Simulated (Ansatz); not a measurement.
# AlH₂I: ionisation energy by level of theory

Aim: the vertical ionisation energy of AlH₂I, as cation minus neutral at the neutral's geometry, on several levels, and how well −ε(HOMO) stands in for it.

Computed with Ansatz 0.2.0, Gaussian basis. Level: unrestricted cation, the program's frozen cores in correlated methods.

Plan: UKS PBE-D4/def2-TZVPP; UKS r2SCAN-D4/def2-TZVPP; UKS PBE0-D4/def2-TZVPP; UKS B3LYP-D4/def2-TZVPP; UKS wB97X-V/def2-TZVPP; UKS wB97M-V/def2-TZVPP; UKS B2PLYP/def2-TZVPP; UHF-CCSD(T)/def2-TZVPP; UHF-MP2/def2-QZVPP; extrapolation to the limit; then −ε(HOMO) from the neutral's earlier runs with LDA (SPW92), PBE-D4, revPBE-D4, BLYP-D4, r2SCAN-D4, B97M-V, PBE0-D4, B3LYP-D4, r2SCANh-D4, r2SCAN0-D4, HSE06-D4, BHLYP-D4, CAM-B3LYP-D4, LC-ωPBE, ωB97X-V, ωB97M-V.

1 further run of the same task is left out (for a known fault of the program).

## (1) The geometry

An earlier PBE0-D4 in a triple-zeta def2 set relaxation fixed the geometry. I takes the def2 core potential; no spin-orbit term is included.

SMILES `[AlH2][I]`, 4 atoms, charge 0, spin multiplicity 1.

Atoms are counted from 1 here; the program's logs count them from 0.

Bond lengths: Al1–I2 2.472 Å, Al1–H3 1.577 Å, Al1–H4 1.577 Å. Angles: I2–Al1–H3 117.8°, I2–Al1–H4 117.8°, H3–Al1–H4 124.4°.

## (2) Cation, UKS PBE-D4/def2-TZVPP

in.yaml

```yaml
crystal:
  periodic: [false, false, false]
  atoms:
    - {symbol: Al, position_ang: [-0.197523, 0.047912, -0.123799]}
    - {symbol: I, position_ang: [1.888552, -0.573714, 1.047906]}
    - {symbol: H, position_ang: [-1.527943, -0.680099, 0.307798]}
    - {symbol: H, position_ang: [-0.107686, 1.145600, -1.252205]}
basis:
  gaussian: {orbitals: def2-TZVPP}
total_charge: 1
magnetization: {spin_polarized: true, initial_magnetization: 1}
hamiltonian: {xc: pbe, dispersion: d4}
```

Launch:

```console
ansatz run in.yaml --threads 4 --pin off --events-out ev --progress --plain --max-ram 10444MiB
```

The runs that follow: Cation, UKS r2SCAN-D4/def2-TZVPP; Cation, UKS PBE0-D4/def2-TZVPP; Cation, UKS B3LYP-D4/def2-TZVPP; Cation, UKS wB97X-V/def2-TZVPP; Cation, UKS wB97M-V/def2-TZVPP; Cation, UKS B2PLYP (frozen core)/def2-TZVPP; Cation, UHF-CCSD(T)/def2-TZVPP; Cation, UHF-MP2/def2-QZVPP.

**Question.** What will the summary of the whole plan be? Wanted: ionisation energy, CCSD(T)/CBS; nearest functional by difference; nearest −ε(HOMO); −ε(HOMO) of PBE; T1 of the cation.

The runs gave:

```
                        quantity               value
  ionisation energy, CCSD(T)/CBS            10.14 eV
nearest functional by difference  ωB97X-V (-0.16 eV)
                nearest −ε(HOMO)  LC-ωPBE (+0.11 eV)
                 −ε(HOMO) of PBE             6.56 eV
                T1 of the cation               0.018
```

What this shows: Energy differences with functionals land within 0.55 eV of the reference. The PBE orbital energy is 3.6 eV too small: a semilocal HOMO is no ionisation energy. Among orbital estimates LC-ωPBE comes nearest. Hartree-Fock falls 1.05 eV short, as the neutral has more correlation energy than the cation. The cation may have settled in a state other than its lowest; no search over hole states beyond the program's own was made. Correlated methods include outer-core shells of I, which these sets cover unevenly. With outer-core shells in play the reference is unsure by up to some tenths of an eV, so close misses can't be ranked.
